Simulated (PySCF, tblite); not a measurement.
# C4H2FN2 radical: geometry, infrared bands and EPR parameters

Wanted: the infrared bands and EPR parameters of C4H2FN2 radical (`N#C/C=N\[C]=C\F`), by calculation.

Computed with tblite 0.8.0 and PySCF 2.14.0, with density-fitted response routines of our own, on a single molecule in the gas phase. Atoms are numbered from 0 throughout.

### Step 1. The molecule as given

9 atoms, charge 0, multiplicity 2; geometry from: force field or distance geometry start.

Bonds of the start (Å): N0–C1 1.15, C1–C2 1.45, C2–N3 1.29, N3–C4 1.43, C4–C5 1.31, C5–F6 1.38, C2–H7 1.08, C5–H8 1.09.

### Step 2. Relaxing the molecule with GFN2-xTB

Job settings and geometry (Å):

```
{"job": {"kind": "relax", "xc": "GFN2-xTB", "basis": "xTB"}, "charge": 0, "multiplicity": 2}
N     -1.743100     2.048800     0.448200
C     -1.658800     0.964400     0.059800
C     -1.538700    -0.411100    -0.389600
N     -0.373800    -0.967400    -0.467900
C      0.762800    -0.210700    -0.060100
C      1.926300    -0.231600    -0.658200
F      2.905100     0.582100    -0.134700
H     -2.444000    -0.920400    -0.668400
H      2.177700    -0.848300    -1.522900
```

The run is started by

```sh
$ OMP_NUM_THREADS=1 python probes_run.py task.json out
```

The driver reads the jobs from task.json and runs them one after another.

The program printed:

```text
step      E/eV     max force
  0    -543.24879    4.900
  1    -543.72861    2.538
  2    -543.72538    4.790
  3    -543.95960    2.182
  4    -544.01494    0.947
  5    -544.06628    0.848
  6    -544.14995    1.417
  7    -544.18885    0.609
  8    -544.20772    0.477
  9    -544.22722    0.405
 10    -544.24583    0.440
 11    -544.26483    0.388
 12    -544.28052    0.464
 13    -544.29294    0.381
 14    -544.30692    0.349
 15    -544.32874    0.478
 16    -544.34940    0.653
 17    -544.35856    1.126
 18    -544.36848    0.389
 19    -544.37472    0.274
 20    -544.38174    0.360
 21    -544.38483    0.230
 22    -544.39013    0.179
 23    -544.39372    0.261
 24    -544.39690    0.193
 25    -544.39879    0.105
 26    -544.39989    0.108
 27    -544.40078    0.105
 28    -544.40201    0.099
 29    -544.40351    0.097
 30    -544.40476    0.074
 31    -544.40546    0.063
 32    -544.40590    0.051
 33    -544.40639    0.051
 34    -544.40692    0.072
 35    -544.40741    0.084
 36    -544.40780    0.070
 37    -544.40810    0.047
 38    -544.40834    0.049
 39    -544.40856    0.073
 40    -544.40884    0.091
 41    -544.40927    0.088
 42    -544.40984    0.075
 43    -544.41042    0.076
 44    -544.41095    0.092
 45    -544.41148    0.120
 46    -544.41206    0.120
 47    -544.41255    0.086
 48    -544.41280    0.038
 49    -544.41290    0.025
 50    -544.41296    0.024
 51    -544.41304    0.026
 52    -544.41310    0.027
 53    -544.41313    0.017
 54    -544.41315    0.013
 55    -544.41317    0.017
 56    -544.41319    0.018
 57    -544.41323    0.032
 58    -544.41328    0.032
 59    -544.41333    0.032
 60    -544.41340    0.027
 61    -544.41346    0.025
 62    -544.41349    0.021
 63    -544.41350    0.004
```

Wall time 0.21 s (1 thread of Arm Neoverse V2, shared host).

The steps of the relaxation: (not every step is listed) (the energy doesn't fall at every step)

| step | energy from step 0 (eV) | largest force (eV/Å) |
| --- | --- | --- |
| 0 | 0.0000 | 4.9002 |
| 1 | -0.4798 | 2.5381 |
| 2 | -0.4766 | 4.7899 |
| 3 | -0.7108 | 2.1817 |
| 4 | -0.7662 | 0.9475 |
| 5 | -0.8175 | 0.8478 |
| 6 | -0.9012 | 1.4173 |
| 7 | -0.9401 | 0.6087 |
| 8 | -0.9589 | 0.4768 |
| 13 | -1.0442 | 0.3812 |
| 18 | -1.1197 | 0.3893 |
| 23 | -1.1449 | 0.2614 |
| 28 | -1.1532 | 0.0987 |
| 33 | -1.1576 | 0.0512 |
| 38 | -1.1595 | 0.0488 |
| 43 | -1.1616 | 0.0760 |
| 48 | -1.1640 | 0.0380 |
| 53 | -1.1643 | 0.0170 |
| 58 | -1.1645 | 0.0316 |
| 59 | -1.1645 | 0.0315 |
| 60 | -1.1646 | 0.0269 |
| 61 | -1.1647 | 0.0253 |
| 62 | -1.1647 | 0.0208 |
| 63 | -1.1647 | 0.0042 |

Distances of close pairs at the start and the end, largest changes first:

| bond | before (Å) | after (Å) | change (Å) |
| --- | --- | --- | --- |
| N3–C4 | 1.425 | 1.211 | -0.214 |
| C1–C2 | 1.452 | 1.388 | -0.064 |
| C5–F6 | 1.376 | 1.350 | -0.026 |
| C2–N3 | 1.293 | 1.306 | +0.013 |
| C5–H8 | 1.091 | 1.080 | -0.012 |
| C2–H7 | 1.075 | 1.080 | +0.005 |
| C4–C5 | 1.308 | 1.312 | +0.003 |
| N0–C1 | 1.155 | 1.153 | -0.002 |

The final coordinates are the input of the step that follows.

### Step 3. Vibrational analysis with GFN2-xTB

Job settings and geometry (Å):

```
{"job": {"kind": "ir", "xc": "GFN2-xTB", "basis": "xTB"}, "charge": 0, "multiplicity": 2}
N     -2.247417     2.125410     0.393009
C     -1.939415     1.053808     0.099544
C     -1.585726    -0.237585    -0.266387
N     -0.349603    -0.650161    -0.354797
C      0.818929    -0.394655    -0.543163
C      2.111724    -0.372637    -0.763585
F      2.967194     0.253507     0.072599
H     -2.362083    -0.976653    -0.402355
H      2.599959    -0.795039    -1.628914
```

The program printed:

```text
mode    cm-1     km/mol
  1      62.4      1.46
  2     130.6      4.98
  3     156.4      9.27
  4     228.2      6.85
  5     318.7      5.51
  6     364.6     15.33
  7     434.9      3.21
  8     486.7      7.53
  9     556.2     22.37
 10     609.0      7.00
 11     667.0     15.74
 12     907.9     26.18
 13    1029.3     71.53
 14    1114.8    114.96
 15    1181.8     15.30
 16    1289.2     99.21
 17    1540.2     12.20
 18    2083.0    110.33
 19    2295.1    190.65
 20    3060.3      6.89
 21    3061.7      3.04
```

Run time: 0.14 s. Hardware: 1 thread of Arm Neoverse V2, shared host.

Which atoms move in the most intense modes:

```
cm⁻¹  km/mol                               atoms
 556    22.4           C1 30 %, H8 27 %, C5 11 %
 667    15.7           H7 52 %, H8 28 %, C2 14 %
 908    26.2                    C5 34 %, C2 31 %
1029    71.5  C2 26 %, C5 16 %, H7 15 %, N0 15 %
1115   115.0  H7 26 %, H8 25 %, C5 20 %, F6 17 %
1289    99.2           C2 38 %, H7 30 %, C5 16 %
2083   110.3                    C4 62 %, N3 29 %
2295   190.7                    C1 60 %, N0 38 %
```

### Step 4. EPR parameters: B3LYP/pcH-1

The job, as its differences from that of step 3:

```diff
@@ -1,2 +1,2 @@
-{"job": {"kind": "ir", "xc": "GFN2-xTB", "basis": "xTB"}, "charge": 0, "multiplicity": 2}
+{"job": {"kind": "epr", "basis": "pcH-1"}, "charge": 0, "multiplicity": 2}
 N     -2.247417     2.125410     0.393009
```

Method: UKS B3LYP, pcH-1 on C F H N, non-relativistic, mean-field spin-orbit, GIAO.

The program printed:

```text
UKS, coarse grid
  cycle   1  E = -362.77310895  |g| = 4.19e-01
  cycle   2  E = -362.47834107  |g| = 9.13e-01
  cycle   3  E = -362.84164534  |g| = 1.31e-01
  cycle   4  E = -362.84623733  |g| = 7.92e-02
  cycle   5  E = -362.84866738  |g| = 2.38e-02
  cycle   6  E = -362.84895652  |g| = 1.01e-02
  cycle   7  E = -362.84903102  |g| = 3.55e-03
  cycle   8  E = -362.84905331  |g| = 2.50e-03
  cycle   9  E = -362.84906085  |g| = 1.48e-03
  cycle  10  E = -362.84906348  |g| = 5.08e-04
UKS, final grid
  cycle   1  E = -362.84909295  |g| = 4.78e-04
  cycle   2  E = -362.84909289  |g| = 8.47e-04
  cycle   3  E = -362.84909326  |g| = 1.66e-04
  cycle   4  E = -362.84909330  |g| = 1.85e-04
  cycle   5  E = -362.84909335  |g| = 1.16e-04
  cycle   6  E = -362.84909337  |g| = 2.64e-05
  cycle   7  E = -362.84909337  |g| = 1.04e-05
E = -362.84909337 Eh   <S^2> = 0.7649 (exact 0.7500)
g shifts (ppm)      1          2          3
  rmc          -195       -195       -195
  gc             30         56          2
  oz_so        -183       1053       1207
  total        -348        914       1014
hyperfine (MHz)  atom isotope    a_iso     a_fc   dipolar eigenvalues
    0   14N       5.12       5.12    -10.14     -8.04     18.18
    1   13C     -21.64     -21.64    -12.15     -1.19     13.34
    2   13C      41.80      41.80    -39.00    -38.44     77.44
    3   14N      10.89      10.89    -15.00     -4.82     19.82
    4   13C       7.11       7.11    -32.31    -14.46     46.76
    5   13C       4.81       4.81    -19.92    -17.45     37.37
    6   19F     132.34     132.34   -122.05    -88.29    210.33
    7    1H     -15.03     -15.03    -17.30     -3.88     21.18
    8    1H       9.86       9.86     -9.45     -2.42     11.87
```

Wall time 32 s (1 thread of Arm Neoverse V2, shared host); peak memory 0.73 GiB.

Principal g values 2.00197, 2.00323, 2.00333; g(iso) = 2.00285, against 2.00232 for a free electron.

Hyperfine couplings, nucleus by nucleus at this fixed geometry (no averaging over rotations):

```
nuclei  isotope  a(iso) (MHz)  a(iso) (G, at g = 2.0023)  largest dipolar term (MHz)
    F6      19F         132.3                       47.2                       210.3
    C2      13C          41.8                       14.9                        77.4
    C1      13C         -21.6                       -7.7                        13.3
    H7       1H         -15.0                       -5.4                        21.2
    N3      14N          10.9                        3.9                        19.8
    H8       1H           9.9                        3.5                        11.9
    C4      13C           7.1                        2.5                        46.8
    N0      14N           5.1                        1.8                        18.2
    C5      13C           4.8                        1.7                        37.4
```

Mulliken spin populations:

```csv
atom,value (e)
N0,0.21
C1,-0.11
C2,0.46
N3,0.06
C4,0.17
C5,0.19
F6,0.03
H7,-0.01
H8,0.00
```

In first order the couplings over 0.8 MHz of 19F, 1H, 14N give 72 distinct lines over 67.5 G.

Orbitals, density, ELF and potential are computed afterwards from the orbital file.

ELF in a plane through or near 7 of the atoms.

Ten even steps from ' ' (0.00) to '@' (0.99):
```
                                                        
                                                        
                                    ..--++++==..        
                                  ..--##%%%%%%**..      
            ....                  ::++%%@@@@@@%%==..    
          ::----::              ..--++##==++@@%%==..    
        ..--++==::    ....      ::++##%%::--%%##--..    
          ::::--------====::    ..++**++%%%%**==::      
            ..--++**%%##**==..    ++==..**##++--..      
          --##%%----@@##****==--::**@@##****==::        
        ++@@@@@@%%==##==++##**####++##**::....          
        ##@@@@@@%%--==**####**####******::              
        --%%@@@@==  ..==++****++==**%%@@##--            
          ::--::      ..::++++::..==@@@@@@##..          
                          ::..    ::%%@@@@**            
                                    --**--..            
                                                        
                                                        
                                                        
                                                        
```
The map spans 11.0 Å across and 8.4 Å up, centred on the molecule. Atoms in the plane (x, y in Å): N0 (2.7, 1.6), C1 (2.2, 0.6), C2 (1.5, -0.6), N3 (0.2, -0.7), C4 (-0.9, -0.2), C5 (-2.2, 0.1), H7 (2.1, -1.5).

On the surface of density 0.002 e/bohr³ the electrostatic potential runs, from the 1st to the 99th percentile, from -1.65 V near N0 to 1.68 V near H8.

The spin density lies nearest to C2 26 %; C4 16 %; N0, N3 about 14 % each; C5 13 %.

### Step 5. What came out

| quantity | value |
| --- | --- |
| strongest single infrared mode (GFN2-xTB) | 2295 cm⁻¹, 191 km/mol |
| zero-point energy (GFN2-xTB) | 30.8 kcal/mol |
| g(iso) (B3LYP) | 2.00285 |
| ⟨S²⟩ | 0.765 (exact 0.75) |
| largest a(iso) | 19F on F6, 132.3 MHz |
| potential on the surface of density 0.002 e/bohr³, 1st and 99th percentile | -1.65 V and 1.68 V |

The optimisation took 63 steps and gained 1.165 eV; among the close pairs (by a distance rule), N3–C4 changed most, from 1.425 to 1.211 Å. All 21 modes are real, so the xTB geometry is a minimum. The strongest single mode, at 2295 cm⁻¹, moves mainly C1 and N0. GFN2-xTB is a fitted tight-binding method: band positions and strengths are rough. Its intensities can rank the bands wrongly. The largest share of the spin, 0.46 e, sits on C2. The isotropic g lies 0.5 ppt above the free-electron value. The conformer search found further structures of the same energy, which may be mirror or relabelled copies of this one.
